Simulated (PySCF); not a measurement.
**Tc(OH)₂: a ladder of methods**

How much do the numbers for Tc(OH)₂ (broken-symmetry (Ms = 1/2)) hang on the method? All levels run at one geometry, the PBE0 minimum.

Computed with PySCF 2.14.0. Level: several methods, basis Tc def2-TZVP with ECP28, O def2-TZVP, H def2-TZVP, scalar-relativistic core potentials, no spin–orbit coupling, density fitting.

## 1. Where the work starts

5 atoms, charge 0, spin multiplicity 2.

Bond lengths: Tc1–O2 1.847 Å, Tc1–O3 1.847 Å, O2–H4 0.956 Å, O3–H5 0.956 Å. Angles: O2–Tc1–O3 180.0°, Tc1–O2–H4 145.5°, Tc1–O3–H5 145.5°.

```xyz
5
charge 0 multiplicity 2
Tc    0.0000    0.0000    0.0000
O    -0.1000    0.0000    1.8445
O     0.1000    0.0000   -1.8445
H    -0.6827    0.0000    2.6020
H     0.6827    0.0000   -2.6020
```

## 2. PBE0

One driver script runs all steps and calls PySCF; scf.py shows the equivalent input of each level. Each SCF starts from the density of the minimum. The driver also runs the species with one electron less or more at the same geometry (one less: multiplicity 3); their logs are not shown.

scf.py

```python
from pyscf import gto, scf, dft
mol = gto.M(atom='''
Tc     0.000000     0.000000    -0.000000
O     -0.099958     0.000000     1.844491
O      0.099958     0.000000    -1.844491
H     -0.682736     0.000000     2.601966
H      0.682736     0.000000    -2.601966''',
    basis={'Tc': 'def2-TZVP', 'O': 'def2-TZVP', 'H': 'def2-TZVP'},
    ecp={'Tc': 'def2-TZVP'},
    charge=0, spin=1)
mf = dft.UKS(mol, xc='PBE0')
mf.grids.atom_grid = (99, 590)
aux = {'Tc': 'def2-universal-JKFIT', 'O': 'def2-universal-JKFIT', 'H': 'def2-universal-JKFIT'}
mf = mf.density_fit(auxbasis=aux)
mf.kernel()
```

## 3. HF

scf.py: that of step 2 with these lines changed.

```diff
@@ -11,2 +11 @@
-mf = dft.UKS(mol, xc='PBE0')
-mf.grids.atom_grid = (99, 590)
+mf = scf.UHF(mol)
```

## 4. MP2

scf.py: that of step 3 with these lines changed.

```diff
@@ -14,0 +15,2 @@
+from pyscf.mp import dfump2
+dfump2.DFUMP2(mf, frozen=2).kernel()  # the driver gives MP2 a fitting basis of its own (RI)
```

## 5. PBE

scf.py: that of step 4 with these lines changed.

```diff
@@ -11 +11,2 @@
-mf = scf.UHF(mol)
+mf = dft.UKS(mol, xc='PBE')
+mf.grids.atom_grid = (99, 590)
@@ -15,2 +15,0 @@
-from pyscf.mp import dfump2
-dfump2.DFUMP2(mf, frozen=2).kernel()  # the driver gives MP2 a fitting basis of its own (RI)
```

(Steps that only read results are left out.)

**Question.** What will these runs give? Wanted: atomisation energy, range; vertical ionisation energy, range; orbital gap, range.

The runs gave:

| quantity | value |
| --- | --- |
| atomisation energy, range | 765 (HF) to 1671 (PBE) kJ/mol |
| vertical ionisation energy, range | 6.96 (MP2) to 7.36 (PBE0) eV |
| orbital gap, range | 0.67 (PBE) to 9.57 (HF) eV |

What this shows: The atomisation energy spreads over 907 kJ/mol, from HF to PBE; without a CCSD(T) value for it there is no yardstick here. Spin contamination is strong in at least one of the open-shell species at PBE0, HF, MP2, PBE. The determinant is spin-contaminated (⟨S²⟩ = 1.96, pure value 0.75). Other spin states or occupations of the open shell can lie lower.
